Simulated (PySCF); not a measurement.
# C₁₄H₁₂B₂N₂: core binding energies, electronic excitations

Computed with PySCF 2.14.0 and routines of our own; the level stands in each step. Atoms count from 0.

## 1. The starting structure

30 atoms, charge 0, multiplicity 1; geometry from: GFN2-xTB.

## 2. Core binding energies: delta-SCF UKS SCAN, pcX-2 on the ionised atom, pcseg-1

Job settings and geometry (Å):

```
{"job": {"kind": "xps", "atoms": [0, 7, 16]}, "charge": 0, "multiplicity": 1}
B      4.113536    -1.052195     0.528461
C      4.628738     0.045275    -0.385483
C      3.731892     0.895336    -0.943922
C      2.333963     0.793032    -0.692060
C      1.835293    -0.191236     0.168565
N      2.711578    -1.059729     0.720901
N      0.485403    -0.311448     0.454600
B      0.014572    -1.174092     1.536518
C     -1.445703    -1.307590     1.709913
C     -2.330140    -0.665448     0.845028
C     -3.734544    -0.847803     0.945336
C     -4.595806    -0.219112     0.100763
C     -4.091539     0.623178    -0.904971
C     -2.748148     0.831025    -1.026772
C     -1.815417     0.214425    -0.157432
C     -0.415863     0.439026    -0.276169
C      0.077458     1.462692    -1.122374
C      1.406318     1.665356    -1.306374
H      4.754624    -1.871544     1.062420
H      5.674637     0.181780    -0.626705
H      4.038543     1.689581    -1.614461
H      2.281439    -1.757113     1.311913
H      0.770543    -1.707282     2.262093
H     -1.889709    -1.916474     2.488301
H     -4.102700    -1.513782     1.713103
H     -5.662410    -0.368823     0.184836
H     -4.775445     1.100002    -1.591199
H     -2.406821     1.456744    -1.836161
H     -0.625109     2.117472    -1.606395
H      1.770005     2.465888    -1.932368
```

Level: delta-SCF UKS SCAN, pcX-2 on the ionised atom, pcseg-1 elsewhere, spin-free X2C (atomic blocks).

The run is started by

```
> OMP_NUM_THREADS=1 python large_run.py task.json out
```

One launch serves the whole session: the jobs run in the order shown.

Q: Estimate the wall time and peak memory of this first job on 1 thread of Intel Xeon Platinum 8375C at 2.90GHz, shared host.

About 4.9 min, with a peak of 0.7 GiB.
